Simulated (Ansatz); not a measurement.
**Bi2B3: a short molecular-dynamics run**

What does Bi2B3 do over 20 steps of 1 fs at constant energy, with velocities drawn for 2000 K? The cell is a randomly packed cell of 10 atoms, taken as it stands, without a relaxation.

All numbers below are computed with Ansatz 0.2.0 (DFT PBE, plane waves, PAW, scalar-relativistic, no spin polarisation).

## Step 1: The system as given

The cell holds 10 atoms (B6Bi4): a = 5.168 Å, b = 6.612 Å, c = 6.226 Å, α = 75.80°, β = 70.16°, γ = 82.75°.

Coordinates:

```xyz
10
Lattice="5.0741 0.4416 0.8742 0.2332 6.6029 0.2444 1.0058 1.2714 6.0108" Properties=species:S:1:pos:R:3 pbc="T T T"
B     5.2478    8.0824    6.6997
B     2.2658    1.6256    0.5924
B     3.7643    6.4329    5.8045
B     1.7403    2.4085    5.0211
B     1.0363    3.3553    1.3853
B     5.1621    3.7005    4.6245
Bi    1.0575    6.0612    1.7334
Bi    3.0488    0.9750    3.1288
Bi    1.3756    5.4025    4.8503
Bi    3.3338    4.1056    2.6840
```

## Step 2: Molecular dynamics

Input file input.yaml:

```yaml
crystal:
  lattice:
    - [5.074071, 0.441592, 0.874206]
    - [0.23323, 6.602942, 0.24442]
    - [1.005779, 1.271426, 6.010809]
  atoms:
    - { symbol: B, position: [0.798948, 0.986103, 0.958313] }
    - { symbol: B, position: [0.431408, 0.21211, 0.02719] }
    - { symbol: B, position: [0.536603, 0.773498, 0.856174] }
    - { symbol: B, position: [0.174916, 0.198672, 0.801829] }
    - { symbol: B, position: [0.14524, 0.461747, 0.190571] }
    - { symbol: B, position: [0.875636, 0.381229, 0.626505] }
    - { symbol: Bi, position: [0.121994, 0.864458, 0.235492] }
    - { symbol: Bi, position: [0.511375, 0.027764, 0.445019] }
    - { symbol: Bi, position: [0.088514, 0.664581, 0.767033] }
    - { symbol: Bi, position: [0.565189, 0.517883, 0.34327] }
kpoints:
  mp_grid: { grid: [3, 3, 3] }
magnetization:
  spin_polarized: false
scf:
  occupations: { method: fermi_dirac, width: 0.05 }
hamiltonian:
  pseudopotentials: { kind: paw }
  xc: pbe
basis:
  ecutwfc: 420
md:
  timestep: 1.0
  n_steps: 20
  ensemble: nve
  temperature: 2000.0
  initial_velocities: maxwell_boltzmann
  seed: 738051
```

Started as:

```bash
> ansatz run input.yaml --threads 2 --pin off --max-ram 2560MiB --backend cpu --events-out ev --progress --plain --runs-dir out
```

The program printed, cut to the lines that bear on the results:

```text
Warning: md: disabling space-group detection — thermal motion breaks the input geometry's symmetry, so no spatial operation reduces the k-mesh or symmetrises the density; time reversal is kept, so that k and −k are solved as one point where they differ and the mesh holds both, and exact [...]
Warning: RAYON_NUM_THREADS=2 ignored (pool sized by the plan → 2); use --threads N
[...]
Pseudopotentials: kind: paw
Pseudopotential: B, paw, valence charge 3, recommended cutoff 420 eV (normal), B.paw.azcp
Pseudopotential: Bi, paw, valence charge 15, recommended cutoff 420 eV (normal), Bi.paw.azcp
Functional definition: PBE
[...]
Crystal: 10 atoms, lattice volume = 193.751 Å³
Basis set: ecut = 420 eV, 3779 PW (Γ), exchange–correlation on 72×90×90 points (8 copies of the dense FFT grid, shifted against one another)
Bands: 49, of which v1, the nominal top of the filled ones, is band 39 counted from 1 (38 counted from 0)
Symmetry: 1 space group operations
k-points: 14 of 27 (time reversal used)
[...]
SCF iter   1: F=—  HF=-50504.473202 eV  |F-HF|=—  |Δ(HF+E_count)|=         —  Δρ=3.27e-3  dr2=3.59e-2  ethr=1.77e-3  ⟨swp⟩=6.0  Hψ=2671  notcnv=0  defer=5
[...]
md step     0: t =     0.00 fs  T =  2000.0 K  F+E_penalty+E_count = -50504.46426170 eV  E_kin = 2.326680 eV  conserved = -50502.13758172 eV  (9 SCF iters)
[...]
md step     6: t =     6.00 fs  T =  2184.8 K  F+E_penalty+E_count = -50504.67884934 eV  E_kin = 2.541695 eV  conserved = -50502.13715388 eV  (3 SCF iters)
[...]
md step     7: t =     7.00 fs  T =  2250.6 K  F+E_penalty+E_count = -50504.75523971 eV  E_kin = 2.618176 eV  conserved = -50502.13706351 eV  (3 SCF iters)
SCF iter   1: F=—  HF=-50504.846636 eV  |F-HF|=—  |Δ(HF+E_count)|=         —  Δρ=2.78e-5  dr2=1.08e-6  ethr=6.90e-9  ⟨swp⟩=2.8  Hψ=1466  notcnv=0  defer=22
[...]
```

## Step 3: The output, continued

The log, continued, cut to the lines that bear on the results:

```text
SCF iter   2: F=—  HF=-50504.846636 eV  |F-HF|=—  |Δ(HF+E_count)|=   1.31e-7  Δρ=7.02e-6  dr2=1.27e-7  ethr=1.38e-9  ⟨swp⟩=2.1  Hψ=932  notcnv=0  defer=22
[...]
md step     8: t =     8.00 fs  T =  2329.2 K  F+E_penalty+E_count = -50504.84663629 eV  E_kin = 2.709655 eV  conserved = -50502.13698166 eV  (4 SCF iters)
[...]
md step    11: t =    11.00 fs  T =  2652.6 K  F+E_penalty+E_count = -50505.22272382 eV  E_kin = 3.085840 eV  conserved = -50502.13688398 eV  (4 SCF iters)
[...]
md step    14: t =    14.00 fs  T =  3115.3 K  F+E_penalty+E_count = -50505.76139098 eV  E_kin = 3.624117 eV  conserved = -50502.13727434 eV  (4 SCF iters)
[...]
md step    17: t =    17.00 fs  T =  3680.7 K  F+E_penalty+E_count = -50506.42075556 eV  E_kin = 4.281944 eV  conserved = -50502.13881128 eV  (4 SCF iters)
[...]
md step    20: t =    20.00 fs  T =  4189.0 K  F+E_penalty+E_count = -50507.01572545 eV  E_kin = 4.873203 eV  conserved = -50502.14252221 eV  (9 SCF iters)
SCF converged after 9 iterations
Free energy (F): -50507.015725 eV
[...]
E sigma→0 (E₀):  -50506.990687 eV
Entropy (-TS):   -0.050078 eV (-5.008 meV/atom)
Fermi energy:    9.236873 eV
[...]
--- Forces (eV/Å), atoms counted from 1 ---
  atom   1  B     -0.08406239     2.05022162     0.17660445
  atom   2  B     -0.78694103    -0.72490307    -0.51360767
  atom   3  B      0.18002099     0.80024465    -0.21755233
  atom   4  B      0.68153544     0.38657426    -0.18470671
  atom   5  B      1.20125865    -0.97777059    -0.60842087
  atom   6  B     -1.16980075    -1.96646463     1.13159790
  atom   7  Bi    -1.04617362     0.80859686    -1.38027193
  atom   8  Bi     0.06390770     0.97256311     0.46340086
[...]
--- MD trajectory: 20 steps, t = 0.0 → 20.0 fs ---
  final state: T = 4189.0 K   F+E_penalty+E_count = -50507.01572545 eV   E_kin = 4.873203 eV
  conserved energy: peak-to-peak 5.642e-3 eV (5.642e-4 eV/atom) over 20.0 fs
```

Run time: 92 s. Hardware: 2 threads of Arm Neoverse V1, shared host; peak memory 0.51 GiB.

## Step 4: What the atoms did

Every step; energies are changes from step 0; msd is the mean square displacement from the start, the centre of mass held:

| time (fs) | T (K) | potential energy change (meV/atom) | total energy change (meV/atom) | msd B (Å²) | msd Bi (Å²) |
| --- | --- | --- | --- | --- | --- |
| 0.0 | 2000 | 0.0 | 0.00 | 0.000 | 0.000 |
| 1.0 | 2011 | -1.2 | 0.00 | 0.000 | 0.000 |
| 2.0 | 2028 | -3.3 | 0.01 | 0.002 | 0.000 |
| 3.0 | 2053 | -6.2 | 0.02 | 0.004 | 0.000 |
| 4.0 | 2087 | -10.1 | 0.02 | 0.008 | 0.000 |
| 5.0 | 2131 | -15.2 | 0.03 | 0.013 | 0.000 |
| 6.0 | 2185 | -21.5 | 0.04 | 0.018 | 0.001 |
| 7.0 | 2251 | -29.1 | 0.05 | 0.025 | 0.001 |
| 8.0 | 2329 | -38.2 | 0.06 | 0.034 | 0.001 |
| 9.0 | 2422 | -49.0 | 0.07 | 0.043 | 0.001 |
| 10.0 | 2529 | -61.5 | 0.07 | 0.055 | 0.001 |
| 11.0 | 2653 | -75.8 | 0.07 | 0.067 | 0.002 |
| 12.0 | 2792 | -92.0 | 0.06 | 0.082 | 0.002 |
| 13.0 | 2946 | -110.0 | 0.05 | 0.098 | 0.002 |
| 14.0 | 3115 | -129.7 | 0.03 | 0.117 | 0.003 |
| 15.0 | 3297 | -150.9 | 0.00 | 0.137 | 0.003 |
| 16.0 | 3487 | -173.0 | -0.05 | 0.160 | 0.004 |
| 17.0 | 3681 | -195.6 | -0.12 | 0.186 | 0.004 |
| 18.0 | 3870 | -217.8 | -0.22 | 0.214 | 0.004 |
| 19.0 | 4044 | -238.1 | -0.35 | 0.246 | 0.005 |
| 20.0 | 4189 | -255.1 | -0.49 | 0.280 | 0.005 |

time (fs), T (K) and a bar:
```
      0.0       2000 
      1.0       2011 
      2.0       2028 
      3.0       2053 #
      4.0       2087 #
      5.0       2131 ##
      6.0       2185 ###
      7.0       2251 ###
      8.0       2329 #####
      9.0       2422 ######
     10.0       2529 #######
     11.0       2653 #########
     12.0       2792 ###########
     13.0       2946 #############
     14.0       3115 ###############
     15.0       3297 ##################
     16.0       3487 ####################
     17.0       3681 #######################
     18.0       3870 ##########################
     19.0       4044 ############################
     20.0       4189 ##############################
```

Bonds that form or break, judged by distance (formed within 1.15 times the sum of covalent radii and held on average over 7 fs, broken when stretched by half; pairs already stretched at the start don't count as bonds):

| time (fs) | bond | event |
| --- | --- | --- |
| 16.0 | B1–B3 | forms |

## Step 5: Positions and forces

Extended XYZ, with forces in eV/Å:

```xyz
10
Lattice="5.074 0.442 0.874 0.233 6.603 0.244 1.006 1.271 6.011" Properties=species:S:1:pos:R:3:forces:R:3 pbc="T T T" time_fs=2.0 T=2028 dE=-0.0326
B     5.230    8.053    6.666   -1.084    1.572   -0.678
B     2.299    1.652    0.548   -1.069   -0.339   -1.211
B     3.734    6.467    5.799    0.800    1.061    0.781
B     1.731    2.415    5.038   -0.798   -0.105   -0.007
B     1.019    3.340    1.356    0.856   -1.046   -0.096
B     5.178    3.725    4.654    1.269   -0.678    0.706
Bi    1.062    6.056    1.735   -0.477    0.381   -1.901
Bi    3.049    0.970    3.130    0.012    1.113    0.961
Bi    1.379    5.403    4.855   -0.713   -0.936    1.367
Bi    3.327    4.113    2.679    1.204   -1.025    0.078
10
Lattice="5.074 0.442 0.874 0.233 6.603 0.244 1.006 1.271 6.011" Properties=species:S:1:pos:R:3:forces:R:3 pbc="T T T" time_fs=5.0 T=2131 dE=-0.1518
B     5.197    8.018    6.611   -1.215    1.524   -0.581
B     2.342    1.690    0.472   -1.187   -0.459   -1.199
B     3.694    6.525    5.796    0.990    1.235    0.824
B     1.711    2.425    5.064   -0.675   -0.036   -0.180
B     0.998    3.311    1.311    0.962   -0.938   -0.118
B     5.209    3.756    4.704    1.021   -0.928    0.888
Bi    1.070    6.049    1.737   -0.558    0.486   -1.920
Bi    3.050    0.963    3.133    0.061    1.093    0.845
Bi    1.383    5.403    4.863   -0.675   -0.836    1.325
Bi    3.317    4.124    2.671    1.276   -1.141    0.115
10
Lattice="5.074 0.442 0.874 0.233 6.603 0.244 1.006 1.271 6.011" Properties=species:S:1:pos:R:3:forces:R:3 pbc="T T T" time_fs=8.0 T=2329 dE=-0.3824
B     5.153    7.996    6.551   -1.373    1.422   -0.522
B     2.375    1.724    0.387   -1.230   -0.554   -1.187
B     3.662    6.593    5.800    1.195    1.459    0.826
B     1.687    2.434    5.088   -0.587    0.080   -0.354
B     0.986    3.274    1.266    1.035   -0.876   -0.157
B     5.249    3.780    4.761    0.752   -1.222    1.113
Bi    1.077    6.041    1.739   -0.648    0.575   -1.896
Bi    3.051    0.956    3.137    0.125    1.051    0.755
Bi    1.387    5.402    4.872   -0.607   -0.684    1.269
Bi    3.307    4.135    2.663    1.338   -1.250    0.153
10
Lattice="5.074 0.442 0.874 0.233 6.603 0.244 1.006 1.271 6.011" Properties=species:S:1:pos:R:3:forces:R:3 pbc="T T T" time_fs=10.0 T=2529 dE=-0.6152
B     5.118    7.988    6.509   -1.482    1.331   -0.495
B     2.391    1.744    0.325   -1.214   -0.609   -1.163
B     3.646    6.645    5.807    1.333    1.619    0.796
B     1.667    2.441    5.103   -0.536    0.181   -0.471
B     0.982    3.245    1.234    1.070   -0.853   -0.194
B     5.280    3.791    4.804    0.565   -1.442    1.271
Bi    1.081    6.037    1.739   -0.710    0.622   -1.849
Bi    3.051    0.952    3.139    0.161    1.019    0.707
Bi    1.390    5.402    4.878   -0.556   -0.551    1.229
Bi    3.301    4.142    2.658    1.369   -1.319    0.170
10
Lattice="5.074 0.442 0.874 0.233 6.603 0.244 1.006 1.271 6.011" Properties=species:S:1:pos:R:3:forces:R:3 pbc="T T T" time_fs=12.0 T=2792 dE=-0.9203
B     5.078    7.984    6.465   -1.568    1.242   -0.458
B     2.403    1.762    0.259   -1.163   -0.654   -1.113
B     3.635    6.703    5.816    1.453    1.753    0.733
B     1.646    2.448    5.116   -0.473    0.295   -0.584
B     0.982    3.213    1.203    1.100   -0.842   -0.239
B     5.312    3.797    4.852    0.369   -1.673    1.412
Bi    1.086    6.032    1.739   -0.776    0.661   -1.776
Bi    3.052    0.947    3.141    0.178    0.996    0.661
Bi    1.392    5.401    4.884   -0.505   -0.395    1.189
Bi    3.295    4.148    2.653    1.386   -1.383    0.174
10
Lattice="5.074 0.442 0.874 0.233 6.603 0.244 1.006 1.271 6.011" Properties=species:S:1:pos:R:3:forces:R:3 pbc="T T T" time_fs=15.0 T=3297 dE=-1.5085
B     5.007    7.987    6.395   -1.539    1.190   -0.342
B     2.414    1.784    0.153   -1.047   -0.700   -0.966
B     3.628    6.801    5.834    1.496    1.802    0.548
B     1.611    2.460    5.132   -0.295    0.461   -0.683
B     0.989    3.160    1.153    1.140   -0.853   -0.332
B     5.362    3.794    4.932    0.013   -1.986    1.534
Bi    1.092    6.025    1.739   -0.886    0.719   -1.632
Bi    3.053    0.942    3.145    0.162    0.983    0.581
Bi    1.395    5.400    4.894   -0.434   -0.134    1.131
Bi    3.286    4.158    2.646    1.388   -1.482    0.160
10
Lattice="5.074 0.442 0.874 0.233 6.603 0.244 1.006 1.271 6.011" Properties=species:S:1:pos:R:3:forces:R:3 pbc="T T T" time_fs=18.0 T=3870 dE=-2.1777
B     4.924    7.999    6.324   -1.004    1.450   -0.101
B     2.416    1.801    0.039   -0.897   -0.716   -0.730
B     3.632    6.913    5.857    1.051    1.459    0.187
B     1.574    2.477    5.142    0.112    0.525   -0.538
B     1.005    3.100    1.101    1.179   -0.918   -0.483
B     5.412    3.775    5.025   -0.545   -2.118    1.437
Bi    1.098    6.019    1.738   -0.997    0.782   -1.478
Bi    3.054    0.936    3.149    0.112    0.980    0.503
Bi    1.399    5.399    4.904   -0.381    0.139    1.070
Bi    3.279    4.167    2.638    1.370   -1.583    0.133
10
Lattice="5.074 0.442 0.874 0.233 6.603 0.244 1.006 1.271 6.011" Properties=species:S:1:pos:R:3:forces:R:3 pbc="T T T" time_fs=20.0 T=4189 dE=-2.5515
B     4.864    8.014    6.275   -0.084    2.050    0.177
B     2.414    1.810   -0.041   -0.787   -0.725   -0.514
B     3.640    6.995    5.873    0.180    0.800   -0.218
B     1.550    2.490    5.146    0.682    0.387   -0.185
B     1.022    3.056    1.064    1.201   -0.978   -0.608
B     5.444    3.753    5.093   -1.170   -1.966    1.132
Bi    1.101    6.015    1.737   -1.046    0.809   -1.380
Bi    3.054    0.933    3.152    0.064    0.973    0.463
Bi    1.401    5.398    4.911   -0.376    0.284    1.011
Bi    3.274    4.172    2.633    1.336   -1.633    0.122
```

## Step 6: What came out

```
                             quantity                             value
                               length                  20 steps of 1 fs
     temperature, first and last step                   2000 and 4189 K
             temperature, second half  mean 3327 K, from 2529 to 4189 K
        potential energy, second half      -155 meV/atom from the start
   largest change of the total energy                     0.49 meV/atom
mean square displacement, second half              B 0.149, Bi 0.003 Å²
```

**Reading.** The temperature starts at 2000 K and averages 3327 K in the second half, where it still rises, from 2529 to 4189 K; the start was no minimum (force components up to 1.9 eV/Å), and the potential energy that it sheds (155 meV/atom) turns into motion. The total energy strays from its start by at most 0.49 meV/atom, 0.2 % of the mean kinetic energy, so a step of 1 fs is short enough over this time. Bonds change: the first event comes at 16.0 fs (B1–B3 forms). Over the second half B atoms stand 0.4 Å (root mean square) from where they began, and the farthest move is 0.7 Å. 20 fs on 10 atoms is far too short and small for converged averages.
